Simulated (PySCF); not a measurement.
# The bond of KMg, level by level

What are the lowest state that PBE0 finds, the bond length, vibrational wavenumber and bond energy of KMg, and how much do these hang on the method?

Method: K pcseg-1, Mg pcseg-1, no relativity; program: PySCF 2.14.0.

## Step 1: Set-up

A driver script around PySCF takes these settings:

```yaml
atoms: K, Mg
charge: 0
basis: K pcseg-1, Mg pcseg-1
Hamiltonian: no relativity
basis_functions: 34
electrons_treated: 31
masses_in_u: 38.9637, 23.9850
levels: PBE0, PBE, r²SCAN, BHandHLYP, B97-3, TPSSh, CAM-B3LYP, HF, MP2, SCS-MP2, CCSD, CCSD(T)
grid: 80 radial by 434 angular points
occupations: held fixed by the projection of orbital angular momentum
dissociation_limit: K + Mg, each in its ground configuration
starting_distance_in_angstrom: 3.300
values_of_2S_to_try: 1, 3
```

Started as:

```
OMP_NUM_THREADS=1 python dia.py task.json out
```

After this run come: PBE0 along the bond; Other states along the same grid; PBE (GGA); r²SCAN (meta-GGA); BHandHLYP (global hybrid GGA); B97-3; TPSSh; CAM-B3LYP (range-separated hybrid); UHF (mean field); MP2 and coupled cluster.

Q: Predict the outcome of this session. Wanted: for each run, Re; ωe; De; μ.

The runs gave:

Lowest PBE0 solution found, without spin–orbit coupling: ²Σ⁺ (doublet), unpaired electrons σ ↑. The other levels ran on it alone.

| level | Re (Å) | ωe (cm⁻¹) | De (eV) | μ (D) |
| --- | --- | --- | --- | --- |
| UHF-CCSD(T) | 4.486 | 32.6 | 0.020 | n/a |
| PBE | 3.896 | 84.5 | 0.160 | -1.03 |
| r²SCAN | 3.950 | 82.3 | 0.157 | -1.47 |
| TPSSh | 3.906 | 87.6 | 0.157 | -1.47 |
| PBE0 | 3.939 | 79.6 | 0.130 | -1.02 |
| B97-3 | 3.933 | 80.7 | 0.105 | -0.74 |
| BHandHLYP | 4.212 | 49.2 | 0.033 | -0.11 |
| CAM-B3LYP | 4.198 | 48.4 | 0.035 | -0.13 |

De is counted to K + Mg in their ground configurations. A positive dipole means K(−)Mg(+). No constants: UHF (no minimum is bracketed among the points kept); UHF-MP2 (no minimum is bracketed among the points kept); UHF-SCS-MP2 (no minimum is bracketed among the points kept); UHF-CCSD (no minimum is bracketed among the points kept).

The methods spread over 0.590 Å in bond length, from PBE to UHF-CCSD(T). CCSD(T) can't serve as the judge here: for a weak bond in this basis it is far from its limit. Among the levels with a De in the table, it runs from 0.020 eV (UHF-CCSD(T)) to 0.160 eV (PBE).

Correlated steps freeze 6 core orbitals. The bond is weak, and basis-set superposition, which was not computed, may be a sizeable part of it.
